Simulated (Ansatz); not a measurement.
# C₂H₆SZn: one species, many methods

How much do the methods differ for C₂H₆SZn? The plan is to run it at one geometry with functionals of several rungs and with coupled cluster. The yardstick is the atomisation energy at the CCSD(T) limit.

Program: Ansatz 0.2.0, Gaussian basis. Level of theory: functionals in def2-TZVPP, the program's frozen cores in correlated methods. These are calculated values, not measurements.

Levels to be run: LDA (SPW92), PBE-D4, revPBE-D4, BLYP-D4, r2SCAN-D4, B97M-V, PBE0-D4, B3LYP-D4, r2SCANh-D4, r2SCAN0-D4, HSE06-D4, BHLYP-D4, CAM-B3LYP-D4, LC-ωPBE, ωB97X-V, ωB97M-V, B2PLYP, PBE-QIDH; CCSD(T)/def2-SVP; CCSD(T)/def2-TZVPP; MP2/def2-QZVPP; extrapolation to the limit; RPA on PBE.

**1. The relaxed structure**

An earlier PBE0-D4 in a triple-zeta def2 set relaxation fixed the geometry.

SMILES `C[CH2][Zn][SH]`, 10 atoms, charge 0, spin multiplicity 1.

Atoms are counted from 1 here; the program's logs count them from 0.

Bond lengths: C1–C2 1.527 Å, C1–H5 1.093 Å, C1–H6 1.095 Å, C1–H7 1.093 Å, C2–Zn3 1.949 Å, C2–H8 1.095 Å, C2–H9 1.095 Å, Zn3–S4 2.180 Å, S4–H10 1.345 Å. Angles: C2–C1–H5 112.0°, C2–C1–H6 111.5°, C2–C1–H7 112.0°, H5–C1–H6 107.0°, H5–C1–H7 107.1°, H6–C1–H7 107.0°, C1–C2–Zn3 115.0°, C1–C2–H8 110.3°, C1–C2–H9 110.3°, Zn3–C2–H8 107.4°, Zn3–C2–H9 107.4°, H8–C2–H9 106.0°, C2–Zn3–S4 179.4°, Zn3–S4–H10 92.7°.

**2. LDA**

This LDA is Slater exchange with PW92 correlation.

in.yaml

```yaml
crystal:
  periodic: [false, false, false]
  atoms:
    - {symbol: C, position_ang: [-1.195608, 0.761908, 0.376452]}
    - {symbol: C, position_ang: [-0.192648, -0.273701, 0.880600]}
    - {symbol: Zn, position_ang: [1.199448, -0.758463, -0.393735]}
    - {symbol: S, position_ang: [2.765037, -1.314972, -1.805046]}
    - {symbol: H, position_ang: [-1.731261, 0.415656, -0.511200]}
    - {symbol: H, position_ang: [-1.950394, 0.991458, 1.136027]}
    - {symbol: H, position_ang: [-0.712205, 1.705796, 0.111600]}
    - {symbol: H, position_ang: [0.304522, 0.087692, 1.786563]}
    - {symbol: H, position_ang: [-0.709150, -1.195509, 1.167083]}
    - {symbol: H, position_ang: [2.305360, -0.470966, -2.745643]}
basis:
  gaussian: {orbitals: def2-TZVPP}
hamiltonian: {xc: lda}
output: {orbitals: {seedname: orbitals}}
```

On the command line:

```bash
$ ansatz run in.yaml --threads 2 --pin off --events-out ev --progress --plain --max-ram 32768MiB --backend cpu
```

Further steps of the session: PBE-D4 (GGA); revPBE-D4 (GGA); BLYP-D4 (GGA); r2SCAN-D4 (meta-GGA); B97M-V (meta-GGA); PBE0-D4 (hybrid); B3LYP-D4 (hybrid); r2SCANh-D4 (hybrid); r2SCAN0-D4 (hybrid); HSE06-D4 (hybrid); BHLYP-D4 (hybrid); CAM-B3LYP-D4 (range-separated); LC-ωPBE (range-separated); ωB97X-V (range-separated); ωB97M-V (range-separated); B2PLYP (double hybrid); PBE-QIDH (double hybrid); CCSD(T) in def2-SVP; CCSD(T) in def2-TZVPP; MP2 in def2-QZVPP; RPA on PBE orbitals.

Q: Predict the results of all the runs planned. Wanted: atomisation energy, CCSD(T)/CBS; farthest beyond LDA; mean size of error, GGA; mean size of error, meta-GGA; mean size of error, hybrid; mean size of error, range-separated; mean size of error, double hybrid; gap, smallest and largest; T1 diagnostic.

As calculated:

| quantity | value |
| --- | --- |
| atomisation energy, CCSD(T)/CBS | 3311.1 kJ/mol |
| functionals within 16.6 kJ/mol (0.5 %) | B97M-V, PBE0-D4, r2SCANh-D4, r2SCAN0-D4, HSE06-D4, CAM-B3LYP-D4, LC-ωPBE, ωB97M-V, PBE-QIDH |
| farthest beyond LDA | BHLYP-D4 (-86.4 kJ/mol) |
| mean size of error, GGA | 40.6 kJ/mol |
| mean size of error, meta-GGA | 13.9 kJ/mol |
| mean size of error, hybrid | 26.1 kJ/mol |
| mean size of error, range-separated | 10.0 kJ/mol |
| mean size of error, double hybrid | 22.8 kJ/mol |
| gap, smallest and largest | 4.59 eV (BLYP-D4), 11.28 eV (LC-ωPBE) |
| T1 diagnostic | 0.0131 |
| triples share of the correlation energy | 3.6 % |

**Reading.** The LDA atomisation energy is off by 451.5 kJ/mol (14 %): it overbinds. PBE-D4 misses by +45.2 kJ/mol. Double hybrids carry the basis error of their MP2 part in triple zeta, and no dispersion term here, so their miss is partly the set-up's. The rungs range-separated, meta-GGA miss on average by less than the doubt on the reference (16.6 kJ/mol), so they tie. Misses under about 16.6 kJ/mol are within the doubt on the reference itself, which lacks core-valence correlation, relativity and higher excitations. Hartree-Fock recovers 74 % of the binding; the rest is correlation. CCSD(T) in def2-SVP is off by -175.0 kJ/mol, worse than the median functional, from the basis alone. The gap grows from 4.6 to 11.3 eV across the functionals, mostly with the share of exact exchange. For Zn the d shell is correlated and the shells below it are frozen.
